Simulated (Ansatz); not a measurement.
I need energies of removing a hydrogen of ClFGeH4OSi, SMILES [OH][GeH]([F])[SiH2]Cl. Use Ansatz 0.2.0 through its Python package. Level of theory (for the species named): PBE, def2-TZVP basis, multiplicity 1, D3BJ dispersion.

```xyz
9

O     1.4265    1.4807    0.5306
Ge    1.0228   -0.1205   -0.0953
F     1.9168   -1.2941    0.8099
Si   -1.1582   -0.5480    0.1339
Cl   -2.3276    0.8530   -0.9597
H     0.8471    2.1423   -0.0638
H     1.4435   -0.2036   -1.5880
H    -1.4857   -1.8869   -0.3860
H    -1.5967   -0.4691    1.6013
```

The script, `clfgeh4osi_bde.py`:
```python
# -*- coding: utf-8 -*-
"""Cost of removing each kind of hydrogen from ClFGeH4OSi, fragments frozen."""

import ansatz as az


def single_point(molecule, charge=0, unpaired=0):
    calc = (
        molecule.calculation()
        .basis(gaussian="def2-TZVP")
        .functional("PBE", dispersion="d3bj")
    )
    if charge:
        calc = calc.charge(charge)
    if unpaired:
        calc = calc.spin("collinear", total=unpaired)
    return calc.run(threads=1, pin="off").report["free_energy_ev"]

def without(molecule, index):
    rest = az.Crystal.molecule()
    for i, site in enumerate(molecule.cartesian_sites):
        if i != index:
            rest = rest.atom(site.symbol, site.position_ang)
    return rest

geometry_ang = [
    ("O", (1.4265, 1.4807, 0.5306)),
    ("Ge", (1.0228, -0.1205, -0.0953)),
    ("F", (1.9168, -1.2941, 0.8099)),
    ("Si", (-1.1582, -0.548, 0.1339)),
    ("Cl", (-2.3276, 0.853, -0.9597)),
    ("H", (0.8471, 2.1423, -0.0638)),
    ("H", (1.4435, -0.2036, -1.588)),
    ("H", (-1.4857, -1.8869, -0.386)),
    ("H", (-1.5967, -0.4691, 1.6013)),
]
geometry = az.Crystal.molecule()
for symbol, xyz in geometry_ang:
    geometry = geometry.atom(symbol, xyz)

whole = single_point(geometry, 0)
hydrogen = single_point(az.Crystal.molecule().atom("H", (0, 0, 0)), 0, 1)
print(f"E(molecule) = {whole:.5f} eV, E(H) = {hydrogen:.5f} eV")
for index in [5, 6, 8]:
    radical = single_point(without(geometry, index), 0, 1)
    print(f"H{index}: homolysis {(radical + hydrogen - whole):.3f} eV")
```

```console
$ python clfgeh4osi_bde.py
E(molecule) = -81730.62498 eV, E(H) = -13.59523 eV
H5: homolysis 4.763 eV
H6: homolysis 3.413 eV
H8: homolysis 3.747 eV
```

Total energies depend on the basis set; only differences at equal settings carry meaning. The geometry is a force-field or estimated start, not a minimum of this method, and the basis set is short of its limit. All parts are taken at fixed geometry, without zero-point energy. This functional overbinds, so such energies come out a few per cent too high (LDA far more). Run time: 57 s on 1 thread of Arm Neoverse V1, with other jobs on the host, peak memory 0.43 GiB.
